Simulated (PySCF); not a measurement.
# Cl4SW ([WSCl4]-): the cost of one run

Programs: PySCF 2.14.0, with routines of our own; each step states its level. All values are computed. Atoms count from 0.

### Step 1. The system as given

6 atoms, charge -1, multiplicity 2; geometry from: GFN2-xTB.

### Step 2. Relaxing the molecule at PBE0-D3(BJ)/def2-SVP

The job: settings as JSON, then the geometry in Å.

```
{"job": {"xc": "PBE0", "basis": "def2-SVP", "d3": "d3bj", "grid": 1, "maxiter": 30, "shake": 0.03, "kind": "geom"}, "charge": -1, "multiplicity": 2}
W      0.061330    -0.076990     0.131420
S     -0.013890    -0.021290     2.297230
Cl     2.161190     0.006190    -0.635180
Cl     0.086310     2.230630    -0.607950
Cl    -2.232020    -0.028360    -0.635000
Cl     0.000200    -2.206200    -0.619810
```

Command:

```
$ OMP_NUM_THREADS=1 python heavy_run.py task.json out
```

This one command runs all jobs of the session in turn.

Q: Estimate the wall time and peak memory of this first job on 1 thread of Arm Neoverse V2, shared host.

About 2.8 min, with a peak of 0.54 GiB.
